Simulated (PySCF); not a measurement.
# C2H4FGa: magnetic properties

What do calculations give for the magnetic properties of C2H4FGa (`F/C=[CH]/[GaH2]`)?

Programs: PySCF 2.14.0, with routines of our own; each step states its level. All values are computed. Atoms count from 0.

### 1 The starting structure

8 atoms, charge 0, multiplicity 1; geometry from: GFN2-xTB.

### 2 Relaxing the molecule at PBE0-D3(BJ)/def2-SVP

What the job is given:

```
{"job": {"xc": "PBE0", "basis": "def2-SVP", "d3": "d3bj", "grid": 1, "kind": "geom"}, "charge": 0, "multiplicity": 1}
F      2.603341     0.121902     0.168471
C      1.288383    -0.143569     0.251400
C      0.359284     0.534745    -0.405906
Ga    -1.508455    -0.097710    -0.078846
H      1.099281    -0.978944     0.922778
H      0.670410     1.353352    -1.049836
H     -1.710695    -1.311933     0.901095
H     -2.792494     0.531568    -0.733721
```

The run is started by

```sh
> OMP_NUM_THREADS=1 python excited_run.py task.json out
```

One launch serves the whole session: the jobs run in the order shown.

Log:

```text
step   0  E = -2102.44174954  max force = 0.026159
step   1  E = -2102.44375397  max force = 0.002559
step   2  E = -2102.44367279  max force = 0.005042
step   3  E = -2102.44386645  max force = 0.003100
step   4  E = -2102.44387970  max force = 0.001192
step   5  E = -2102.44392638  max force = 0.000110
step   6  E = -2102.44392726  max force = 0.000125
optimisation converged
```

Wall time 27 s (1 thread of Arm Neoverse N1, shared host); peak memory 0.47 GiB.

Step by step: (the energy doesn't fall at every step)

```
step  energy from step 0 (eV)  largest force component (eV/Å)
   0                   0.0000                          1.3452
   1                  -0.0545                          0.1316
   2                  -0.0523                          0.2593
   3                  -0.0576                          0.1594
   4                  -0.0580                          0.0613
   5                  -0.0592                          0.0057
   6                  -0.0593                          0.0064
```

Close pairs (by a distance rule), those that changed most:

```
  bond  before (Å)  after (Å)  change (Å)
C2–Ga3       1.999      1.939      -0.060
 F0–C1       1.344      1.328      -0.016
 C1–C2       1.325      1.336      +0.011
 C2–H5       1.087      1.096      +0.009
 C1–H4       1.088      1.097      +0.009
Ga3–H7       1.573      1.567      -0.006
Ga3–H6       1.573      1.572      -0.002
```

The next job starts from the end point, and lists it.

```
                         at the end point                 value
  point group (found at 0.08 Å tolerance)                    Cs
rotational constants (GHz, main isotopes)  37.337, 1.638, 1.569
                        dipole moment (D)                  0.43
```

### 3 Magnetic properties: GIAO B97-2/aug-pcSseg-1

What the job is given:

```
{"job": {"kind": "mag", "xc": "B97-2", "basis": "aug-pcSseg-1", "isotopologues": 4}, "charge": 0, "multiplicity": 1}
F      2.587072     0.146156     0.127492
C      1.303292    -0.166748     0.263235
C      0.315271     0.476659    -0.364430
Ga    -1.518120    -0.086579    -0.078706
H      1.171218    -1.011930     0.950193
H      0.604248     1.304958    -1.021632
H     -1.751163    -1.296952     0.896443
H     -2.703375     0.643608    -0.797757
```

With the program's defaults for keys left out, this is: GIAO B97-2/aug-pcSseg-1 magnetisability, rotational g tensor and spin-rotation constants, non-relativistic, gas phase.

Log:

```text
coarse grid: 32968 points
cycle   1  E = -2103.4076826509  dE = -2.302e-01  |g| = 9.432e-01  |ddm| = 4.234e+00
cycle   2  E = -2103.3279235632  dE =  7.976e-02  |g| = 1.170e+00  |ddm| = 2.049e+00
cycle   3  E = -2103.4956125711  dE = -1.677e-01  |g| = 1.043e-01  |ddm| = 1.304e+00
cycle   4  E = -2103.4971375225  dE = -1.525e-03  |g| = 6.335e-02  |ddm| = 1.573e-01
cycle   5  E = -2103.4979157246  dE = -7.782e-04  |g| = 8.626e-03  |ddm| = 7.645e-02
cycle   6  E = -2103.4979269596  dE = -1.123e-05  |g| = 4.996e-03  |ddm| = 1.512e-02
cycle   7  E = -2103.4979316819  dE = -4.722e-06  |g| = 5.636e-04  |ddm| = 6.303e-03
final grid: 68800 points
cycle   8  E = -2103.4979545004  dE =  3.665e-08  |g| = 7.988e-04  |ddm| = 4.672e-03
cycle   9  E = -2103.4979542312  dE =  2.692e-07  |g| = 1.400e-03  |ddm| = 2.610e-03
cycle  10  E = -2103.4979546244  dE = -3.932e-07  |g| = 1.019e-04  |ddm| = 1.643e-03
cycle  11  E = -2103.4979546266  dE = -2.207e-09  |g| = 2.330e-05  |ddm| = 1.424e-04
cycle  12  E = -2103.4979546267  dE = -1.137e-10  |g| = 2.800e-06  |ddm| = 3.284e-05
converged SCF energy = -2103.4979546267

Magnetisability tensor (1e-30 J/T^2)
     -656.59       21.31        8.45
       21.31     -747.39     -143.75
        8.45     -143.75     -804.35
isotropic -736.11   principal values    -923.91   -659.19   -625.22
isotropic susceptibility -44.329 1e-6 cm^3/mol

Inertial axes            a          b          c
rot. const./GHz     37.3372     1.6379     1.5690
chi total           -39.444    -37.905    -55.639
chi diamagnetic    -106.233   -704.215   -751.350
chi paramagnetic     66.789    666.310    695.711
quadrupole/D A       -6.857      2.357      4.501
g nuclear            0.8046     0.4913     0.5044
g electronic        -1.1715    -0.5127    -0.5128
g total             -0.3669    -0.0215    -0.0084

Spin-rotation constants (kHz, H = +C I.J)
atom  isotope        aa         bb         cc
  0    19F       56.696      3.062      0.958
  3   69Ga       84.249      3.775      2.800
  4     1H       -3.364      0.148     -0.150
  5     1H       -3.086      0.148     -0.185
  6     1H       -2.353      0.060     -0.125
  7     1H       -0.077     -0.041     -0.121
  1    13C*      16.818      0.689      0.423
  2    13C*      13.917      0.639      0.186
* in the singly substituted isotopologue

Isotopologues: g along a, b, c
2H    at 4,5,6,7           -0.2284    -0.0207    -0.0080
13C   at 1                 -0.3641    -0.0213    -0.0083
13C   at 2                 -0.3582    -0.0214    -0.0084
71Ga  at 3                 -0.3668    -0.0213    -0.0083
```

Run time: 24 s. Hardware: 1 thread of Arm Neoverse N1, shared host; peak memory 0.75 GiB.

Key values:

```
              quantity                      value
       magnetisability            -736·10⁻³⁰ J/T²
  molar susceptibility         -44.3·10⁻⁶ cm³/mol
rotational g (a, b, c)  -0.3669, -0.0215, -0.0084
```

### 4 Magnetic properties: common gauge origin wB97X-D/pcseg-1

The job, as its differences from that of step 3:

```diff
@@ -1,2 +1,2 @@
-{"job": {"kind": "mag", "xc": "B97-2", "basis": "aug-pcSseg-1", "isotopologues": 4}, "charge": 0, "multiplicity": 1}
+{"job": {"kind": "mag", "xc": "wB97X-D", "basis": "pcseg-1", "gauge": [0, 0, 0], "scf": {"guess": "sap"}}, "charge": 0, "multiplicity": 1}
 F      2.587072     0.146156     0.127492
```

With the program's defaults for keys left out, this is: common gauge origin wB97X-D/pcseg-1 magnetisability, rotational g tensor and spin-rotation constants, non-relativistic, gas phase.

Log:

```text
final grid: 68800 points
cycle   1  E = -2087.7520158354  dE =  1.199e+01  |g| = 4.923e+00  |ddm| = 1.388e+01
cycle   2  E = -1997.6100079840  dE =  9.014e+01  |g| = 1.180e+01  |ddm| = 2.059e+01
cycle   3  E = -2096.6002022282  dE = -9.899e+01  |g| = 3.878e+00  |ddm| = 1.520e+01
cycle   4  E = -2102.8108865432  dE = -6.211e+00  |g| = 8.952e-01  |ddm| = 5.104e+00
cycle   5  E = -2102.9561387145  dE = -1.453e-01  |g| = 5.234e-01  |ddm| = 1.078e+00
cycle   6  E = -2103.0103291000  dE = -5.419e-02  |g| = 1.955e-01  |ddm| = 4.821e-01
cycle   7  E = -2103.0216864135  dE = -1.136e-02  |g| = 4.206e-02  |ddm| = 2.085e-01
cycle   8  E = -2103.0224609902  dE = -7.746e-04  |g| = 1.906e-02  |ddm| = 8.079e-02
cycle   9  E = -2103.0225516479  dE = -9.066e-05  |g| = 6.028e-03  |ddm| = 1.853e-02
cycle  10  E = -2103.0225636363  dE = -1.199e-05  |g| = 1.345e-03  |ddm| = 8.738e-03
cycle  11  E = -2103.0225646413  dE = -1.005e-06  |g| = 2.935e-04  |ddm| = 3.316e-03
cycle  12  E = -2103.0225647370  dE = -9.571e-08  |g| = 6.339e-05  |ddm| = 1.001e-03
cycle  13  E = -2103.0225647414  dE = -4.379e-09  |g| = 1.576e-05  |ddm| = 2.209e-04
cycle  14  E = -2103.0225647416  dE = -2.165e-10  |g| = 2.867e-06  |ddm| = 5.052e-05
converged SCF energy = -2103.0225647416

Magnetisability tensor (1e-30 J/T^2)
     -906.18      336.67      263.17
      336.67    -6399.66      -25.25
      263.17      -25.25    -6424.08
isotropic -4576.64   principal values   -6470.27  -6386.31   -873.34
isotropic susceptibility -275.612 1e-6 cm^3/mol

Inertial axes            a          b          c
rot. const./GHz     37.3372     1.6379     1.5690
chi total           -52.645   -384.542   -389.649
chi diamagnetic    -106.606   -704.779   -751.830
chi paramagnetic     53.961    320.238    362.182
quadrupole/D A       -7.026      2.512      4.514
g nuclear            0.8046     0.4913     0.5044
g electronic        -0.9465    -0.2464    -0.2670
g total             -0.1419     0.2448     0.2374

Spin-rotation constants (kHz, H = +C I.J)
atom  isotope        aa         bb         cc
  0    19F       55.000      2.992      0.637
  3   69Ga       84.209      3.463      2.276
  4     1H       -1.812     -0.584     -0.806
  5     1H       -0.019     -0.528     -0.722
  6     1H       -0.854      0.194      0.087
  7     1H       -0.809      1.256      1.099
  1    13C*      16.079      0.365      0.084
  2    13C*      12.613      0.214     -0.237
* in the singly substituted isotopologue
```

Run time: 6.6 s. Hardware: 1 thread of Arm Neoverse N1, shared host; peak memory 0.44 GiB.

It converged, yet the result is unsound: a common gauge origin replaces GIAOs, so the magnetic properties depend on where the origin lies.

### 5 Magnetic properties: GIAO KT1/def2-SVP

The job, as its differences from that of step 4:

```diff
@@ -1,2 +1,2 @@
-{"job": {"kind": "mag", "xc": "wB97X-D", "basis": "pcseg-1", "gauge": [0, 0, 0], "scf": {"guess": "sap"}}, "charge": 0, "multiplicity": 1}
+{"job": {"kind": "mag", "xc": "KT1", "basis": "def2-SVP"}, "charge": 0, "multiplicity": 1}
 F      2.587072     0.146156     0.127492
```

With the program's defaults for keys left out, this is: GIAO KT1/def2-SVP magnetisability, rotational g tensor and spin-rotation constants, non-relativistic, gas phase.

Log:

```text
coarse grid: 32968 points
cycle   1  E = -2109.0843722272  dE = -1.834e-01  |g| = 7.318e-01  |ddm| = 2.914e+00
cycle   2  E = -2108.8995953182  dE =  1.848e-01  |g| = 1.225e+00  |ddm| = 1.629e+00
cycle   3  E = -2109.1702689547  dE = -2.707e-01  |g| = 1.112e-01  |ddm| = 1.173e+00
cycle   4  E = -2109.1730770610  dE = -2.808e-03  |g| = 4.865e-02  |ddm| = 1.495e-01
cycle   5  E = -2109.1733706524  dE = -2.936e-04  |g| = 9.950e-03  |ddm| = 4.061e-02
cycle   6  E = -2109.1733926819  dE = -2.203e-05  |g| = 5.975e-03  |ddm| = 1.798e-02
cycle   7  E = -2109.1734029890  dE = -1.031e-05  |g| = 1.609e-03  |ddm| = 7.441e-03
cycle   8  E = -2109.1734036561  dE = -6.671e-07  |g| = 4.744e-04  |ddm| = 2.073e-03
final grid: 68800 points
cycle   9  E = -2109.1734244812  dE =  1.709e-07  |g| = 9.420e-04  |ddm| = 1.503e-03
cycle  10  E = -2109.1734235045  dE =  9.767e-07  |g| = 2.127e-03  |ddm| = 2.972e-03
cycle  11  E = -2109.1734247013  dE = -1.197e-06  |g| = 2.735e-04  |ddm| = 2.199e-03
cycle  12  E = -2109.1734247236  dE = -2.227e-08  |g| = 2.800e-05  |ddm| = 3.304e-04
cycle  13  E = -2109.1734247237  dE = -1.637e-10  |g| = 6.272e-06  |ddm| = 2.624e-05
converged SCF energy = -2109.1734247237

Magnetisability tensor (1e-30 J/T^2)
     -637.76       21.72       11.50
       21.72     -745.04     -158.66
       11.50     -158.66     -807.55
isotropic -730.12   principal values    -939.71   -639.62   -611.02
isotropic susceptibility -43.969 1e-6 cm^3/mol

Inertial axes            a          b          c
rot. const./GHz     37.3372     1.6379     1.5690
chi total           -38.299    -37.016    -56.591
chi diamagnetic    -106.480   -702.775   -749.715
chi paramagnetic     68.180    665.759    693.124
quadrupole/D A       -4.837      1.512      3.325
g nuclear            0.8046     0.4913     0.5044
g electronic        -1.1959    -0.5123    -0.5109
g total             -0.3913    -0.0210    -0.0065

Spin-rotation constants (kHz, H = +C I.J)
atom  isotope        aa         bb         cc
  0    19F       68.142      3.128      0.953
  3   69Ga       79.826      3.550      2.570
  4     1H       -3.414      0.144     -0.154
  5     1H       -3.108      0.147     -0.188
  6     1H       -2.183      0.069     -0.127
  7     1H        0.088     -0.031     -0.121
  1    13C*      14.920      0.624      0.376
  2    13C*      12.150      0.588      0.160
* in the singly substituted isotopologue
```

Wall time 14 s (1 thread of Arm Neoverse N1, shared host); peak memory 0.56 GiB.

Key values:

```
              quantity                      value
       magnetisability            -730·10⁻³⁰ J/T²
  molar susceptibility         -44.0·10⁻⁶ cm³/mol
rotational g (a, b, c)  -0.3913, -0.0210, -0.0065
```

### 6 Magnetic properties side by side

```
                  level  ξ (10⁻³⁰ J/T²)     g(a)     g(b)  gap (eV)  functions  time
GIAO B97-2/aug-pcSseg-1            -736  -0.3669  -0.0215      5.90        164  24 s
      GIAO KT1/def2-SVP            -730  -0.3913  -0.0210      4.08         94  14 s
```

### 7 Summary of results

| quantity | value |
| --- | --- |
| point group | Cs |
| rotational constants (main isotopes) | 37.34, 1.64, 1.57 GHz |
| magnetisability (step 3, GIAO B97-2/aug-pcSseg-1) | -736·10⁻³⁰ J/T² |
| molar susceptibility (step 3, GIAO B97-2/aug-pcSseg-1) | -44.3·10⁻⁶ cm³/mol |
| rotational g (a, b, c) (step 3, GIAO B97-2/aug-pcSseg-1) | -0.3669, -0.0215, -0.0084 |
| magnetisability over the levels | -736 to -730·10⁻³⁰ J/T² |
| runs | 0 failed, 1 ended on unsound input |

Over 6 steps the energy fell by 0.059 eV; of the close pairs, C2–Ga3 changed most, 1.999 to 1.939 Å. No frequency check was run at this level, so the end point may be a saddle. Steps that list no spin-orbit terms leave them out, which matters at and beside the heavy atoms. The magnetisability spreads by 0.8 % over 2 levels, from GIAO B97-2/aug-pcSseg-1 (24 s) to GIAO KT1/def2-SVP (14 s); the runs took 14 s to 24 s. Two levels can agree by chance, so this spread shows no convergence. Vibrational averaging and real surroundings are missing from these values.
